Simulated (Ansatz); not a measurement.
**GaH− (quartet): one geometry, many settings at distance Ga1–H2 = 5.414 Å**

What do other methods and options give for GaH− (quartet) at this geometry, and how long do they take?

Method: the settings change from run to run; program: Ansatz 0.2.0, Gaussian basis.

16 further runs of the same task are left out: 1 for a known fault of the program, 12 that didn't finish, 3 set aside as unsound or not needed. Runs told in other sessions of the task aren't counted.

## 1. The system

The geometry derives from a PBE0/def2-TZVPD stationary point (not a proven minimum). One bond is set to the value named and the two fragments are kept rigid. No spin-orbit coupling is included. The filled d shell of Ga may be among the frozen orbitals whatever the setting's name suggests.

2 atoms, charge -1, spin multiplicity 4.

Atoms are counted from 1 here; the program's logs count them from 0.

No contacts short enough for the rule that draws bonds.

Geometry (Å):

```
Ga    0.0000    0.0000    0.0000
H     0.0000    0.0000    5.4140
```

## 2. HF (ROHF)/6-31G

Contents of in.yaml:

```yaml
crystal:
  periodic: [false, false, false]
  atoms:
    - {symbol: Ga, position_ang: [0.000000, 0.000000, 0.000000]}
    - {symbol: H, position_ang: [0.000000, 0.000000, 5.414000]}
basis:
  gaussian: {orbitals: 6-31G}
total_charge: -1
magnetization: {spin_polarized: false, initial_magnetization: 3}
hamiltonian: {xc: hf, pseudopotentials: {relativity: none}}
accuracy: high
output: {orbitals: {seedname: orbitals}}
```

Launch:

```console
> ansatz run in.yaml --threads 1 --pin off --events-out ev --progress --plain --max-ram 2393MiB
```

The program printed:

```text
Functional definition: HF
  name "HF"
  cite "Fock, Z. Phys. 61, 126 (1930) doi:10.1007/BF01340294"
  parent pbe
  exchange = exact_x
  correlation = 0
419 factors; integrals over basis functions are off by at most 2.6e-8 eV
mean field evaluation 1: about -52337.2514 eV, gradient 8.2e0 eV
mean field evaluation 2: about -52337.2679 eV, gradient 8.2e0 eV
mean field evaluation 4: about -52337.9129 eV, gradient 1.2e0 eV
mean field evaluation 8: about -52337.9236 eV, gradient 3.7e-1 eV
mean field evaluation 16: about -52337.9255 eV, gradient 1.3e-7 eV
mean field evaluation 32: about -52337.9222 eV, gradient 7.9e-3 eV
mean field evaluation 64: about -52337.9254 eV, gradient 1.2e-1 eV
mean field evaluation 96: about -52337.9241 eV, gradient 3.3e-1 eV
mean field -52337.92552314 eV, -1923.3832870555 hartree, gradient 9.9e-9 eV, S^2 3.750000; 4 other end points of the search recorded, 0 dependent functions left out
reference -52337.92552314 eV, -1923.3832870555 hartree; 18, 15 occupied and 13, 16 virtual orbitals, 419 factors
Total energy: -52337.92552314 eV, -1923.3832870555 hartree
```

Wall time 0.66 s (1 thread of Arm Neoverse V1, shared host).

## 3. MP2 on ROHF/STO-3G

Contents of in.yaml:

```yaml
crystal:
  periodic: [false, false, false]
  atoms:
    - {symbol: Ga, position_ang: [0.000000, 0.000000, 0.000000]}
    - {symbol: H, position_ang: [0.000000, 0.000000, 5.414000]}
basis:
  gaussian: {orbitals: STO-3G, fitting: {mean_field: def2-universal-jkfit}}
total_charge: -1
magnetization: {spin_polarized: false, initial_magnetization: 3}
hamiltonian: {pseudopotentials: {relativity: none}}
correlation: {method: mp2, electrons: valence}
```

Same command.

The program printed, shortened:

```text
Functional definition: HF
  name "HF"
  cite "Fock, Z. Phys. 61, 126 (1930) doi:10.1007/BF01340294"
  parent pbe
[...]
284 factors; integrals over basis functions are off by at most 1.6e-2 eV
[...]
mean field -51735.76339640 eV, -1901.2542370577 hartree, gradient 8.4e-7 eV, S^2 3.750000; 28 other end points of the search recorded, 0 dependent functions left out
unrestricted determinant -51737.92716580 eV, -1901.3337541165 hartree, S^2 4.7500
9 core orbitals not correlated: weight in the atoms' cores, before any rotation towards them, 0.999 or more for the frozen orbitals, at most 0.001 for the correlated occupied ones
reference -51735.76339640 eV, -1901.2542370577 hartree; 9, 6 occupied and 1, 4 virtual orbitals, 284 factors
second order -0.21431712 eV of doubles, -0.00000000 eV of singles
WARN: the method's energy lies above the unrestricted determinant's, so it is not that of the lowest state
Total energy: -51735.97771352 eV, -1901.2621130667 hartree
```

It took 3.3 s on 1 thread of Arm Neoverse V1, shared host.

The report marks this result as in doubt.

## 4. MRCISD+Q(3,4)/def2-SVP

Contents of in.yaml:

```yaml
crystal:
  periodic: [false, false, false]
  atoms:
    - {symbol: Ga, position_ang: [0.000000, 0.000000, 0.000000]}
    - {symbol: H, position_ang: [0.000000, 0.000000, 5.414000]}
basis:
  gaussian: {orbitals: def2-SVP, fitting: {mean_field: def2-universal-jkfit}}
total_charge: -1
magnetization: {spin_polarized: false, initial_magnetization: 3}
correlation: {method: fic_mrcisd_q, electrons: outside_noble_gas, active_space: {window: {electrons: 3, orbitals: 4}, states: [{multiplicity: 4, weights: [1, 0.5, 1]}], root: 0}}
```

Launched as before.

The program printed, shortened:

```text
Functional definition: HF
  name "HF"
  cite "Fock, Z. Phys. 61, 126 (1930) doi:10.1007/BF01340294"
  parent pbe
[...]
284 factors; integrals over basis functions are off by at most 7.0e-1 eV
[...]
mean field -52339.81696784 eV, -1923.4527963661 hartree, gradient 5.9e-6 eV, S^2 3.750000; 7 other end points of the search recorded, 0 dependent functions left out
reference -52339.81696784 eV, -1923.4527963661 hartree; 18, 15 occupied and 19, 22 virtual orbitals, 284 factors
state -52339.81578688 eV, -1923.4527529665 hartree
state -52339.81435650 eV, -1923.4527004011 hartree
state -52339.81435650 eV, -1923.4527004011 hartree
contracted CI cycle   1: correlation 0.00000000 eV, 0.0000000000 hartree, residual 6.24e0 eV
contracted CI cycle   2: correlation -1.36613526 eV, -0.0502045448 hartree, residual 1.07e0 eV
[...]
contracted CI cycle   3: correlation -1.41490517 eV, -0.0519968060 hartree, residual 3.89e-1 eV
contracted CI cycle   4: correlation -1.42077987 eV, -0.0522126971 hartree, residual 9.75e-2 eV
contracted CI cycle   5: correlation -1.42100595 eV, -0.0522210053 hartree, residual 2.39e-2 eV
contracted CI cycle   6: correlation -1.42102044 eV, -0.0522215378 hartree, residual 7.95e-3 eV
contracted CI cycle   7: correlation -1.42102168 eV, -0.0522215836 hartree, residual 1.35e-3 eV
contracted CI cycle   8: correlation -1.42102173 eV, -0.0522215853 hartree, residual 5.61e-4 eV
state -52339.81435650 eV, -1923.4527004011 hartree; corrected -52341.32208090 eV, -1923.5081082508 hartree
state -52339.81435650 eV, -1923.4527004011 hartree; corrected -52341.32208090 eV, -1923.5081082508 hartree
an earlier search ended where averaged states of different weights were degenerate, so these states were given the mean of their weights and the orbitals were optimised with it
Total energy: -52341.32340957 eV, -1923.5081570786 hartree
```

Run time: 1.4 s. Hardware: 1 thread of Arm Neoverse V1, shared host.

From the report: 2 determinants; active occupations (of the averaged states) 1.00, 0.70, 0.70, 0.60.

## 5. CASSCF(5,6)/def2-mTZVP

Contents of in.yaml:

```yaml
crystal:
  periodic: [false, false, false]
  atoms:
    - {symbol: Ga, position_ang: [0.000000, 0.000000, 0.000000]}
    - {symbol: H, position_ang: [0.000000, 0.000000, 5.414000]}
basis:
  gaussian: {orbitals: def2-mTZVP}
total_charge: -1
magnetization: {spin_polarized: false, initial_magnetization: 3}
hamiltonian: {pseudopotentials: {relativity: scalar}}
correlation: {active_space: {window: {electrons: 5, orbitals: 6}}}
```

Same command.

The program printed:

```text
Functional definition: HF
  name "HF"
  cite "Fock, Z. Phys. 61, 126 (1930) doi:10.1007/BF01340294"
  parent pbe
  exchange = exact_x
  correlation = 0
366 factors; integrals over basis functions are off by at most 2.1e-4 eV
mean field evaluation 1: about -52756.1326 eV, gradient 9.7e0 eV
mean field evaluation 2: about -52756.1328 eV, gradient 9.7e0 eV
mean field evaluation 4: about -52756.8764 eV, gradient 1.2e0 eV
mean field evaluation 8: about -52756.8909 eV, gradient 5.5e-2 eV
mean field evaluation 16: about -52756.8906 eV, gradient 3.4e-4 eV
mean field evaluation 32: about -52756.8908 eV, gradient 9.1e-3 eV
mean field evaluation 64: about -52756.8889 eV, gradient 9.9e-1 eV
mean field evaluation 96: about -52756.8906 eV, gradient 7.9e-6 eV
mean field -52756.89097663 eV, -1938.7799834861 hartree, gradient 1.7e-6 eV, S^2 3.750000; 9 other end points of the search recorded, 0 dependent functions left out
reference -52756.89097663 eV, -1938.7799834861 hartree; 18, 15 occupied and 21, 24 virtual orbitals, 366 factors
state -52757.37660700 eV, -1938.7978300729 hartree
Total energy: -52757.37660700 eV, -1938.7978300729 hartree
Relativity: scalar
```

It took 6 s on 1 thread of Arm Neoverse V1, shared host.

From the report: 90 determinants; active occupations 1.95, 1.00, 1.00, 1.00, 0.04, 0.01.

## 6. CCSD(T)/6-31G

Contents of in.yaml:

```yaml
crystal:
  periodic: [false, false, false]
  atoms:
    - {symbol: Ga, position_ang: [0.000000, 0.000000, 0.000000]}
    - {symbol: H, position_ang: [0.000000, 0.000000, 5.414000]}
basis:
  gaussian: {orbitals: 6-31G}
total_charge: -1
magnetization: {spin_polarized: false, initial_magnetization: 3}
hamiltonian: {xc: {name: PBE}}
correlation: {method: ccsd_t, electrons: outside_noble_gas}
```

Launched as before.

The program printed, shortened:

```text
Functional definition: PBE
  name "PBE"
  cite "Perdew, Burke & Ernzerhof, Phys. Rev. Lett. 77, 3865 (1996) doi:10.1103/PhysRevLett.77.3865"
  parent pbe
[...]
286 factors; integrals over basis functions are off by at most 1.1e-4 eV
[...]
mean field -52372.65710807 eV, -1924.6596492595 hartree, gradient 1.1e-9 eV, S^2 3.750000; 7 other end points of the search recorded, 0 dependent functions left out
[...]
14 core orbitals not correlated: weight in the atoms' cores, before any rotation towards them, 1.000 or more for the frozen orbitals, at most 0.000 for the correlated occupied ones
reference -52337.74195057 eV, -1923.3765408879 hartree; 4, 1 occupied and 13, 16 virtual orbitals, 286 factors
second order -0.50015310 eV of doubles, -0.08327498 eV of singles
cycle   1  -0.74399147 eV  change   -1.6e-1 eV  update   4.6e-2
[...]
cycle  10  -0.83484311 eV  change    5.8e-6 eV  update   3.6e-6
perturbative correction -0.00469505 eV, -0.0001725400 hartree
Total energy: -52338.58148874 eV, -1923.4073933463 hartree
```

Run time: 7 s. Hardware: 1 thread of Arm Neoverse V1, shared host.

From the report: correlation -0.8395 eV; T1 0.020; largest double amplitude 0.08. The orbitals are Kohn-Sham ones, so correlation energy and T1 don't compare with those on Hartree-Fock orbitals.

## 7. The runs in one table

 † marks a result that the program doubts.

| level | correlated | functions | energy (eV) | time |
| --- | --- | --- | --- | --- |
| HF (ROHF)/6-31G |  | 31 | -52337.9255 | 0.66 s |
| MP2 on ROHF/STO-3G † | valence | 19 | -51735.9777 | 3.3 s |
| MRCISD+Q(3,4)/def2-SVP (lowest root of an average) | outside noble gas | 37 | -52341.3234 | 1.4 s |
| CASSCF(5,6)/def2-mTZVP (relativity set) |  | 39 | -52757.3766 | 6 s |
| CCSD(T)/6-31G (on PBE orbitals) | outside noble gas | 31 | -52338.5815 | 7 s |

## 8. Outcome

| quantity | value |
| --- | --- |
| runs | 5 |
| quickest | HF (ROHF)/6-31G, 0.66 s |
| slowest | CCSD(T)/6-31G (on PBE orbitals), 7 s |

**Reading.** Total energies in different bases, with other cores or another treatment of relativity can't be set against each other. «valence» and «outside noble gas» are the program's key words; the logs give how many orbitals each freezes, and for Ga to Kr the 3d shell needn't follow the word's plain sense. CCSD(T)/6-31G (on PBE orbitals) took 11 times as long as HF (ROHF)/6-31G; the jobs differ in more than the method.

The anion's highest level is positive in at least one run, so there the basis alone may hold the extra electron.
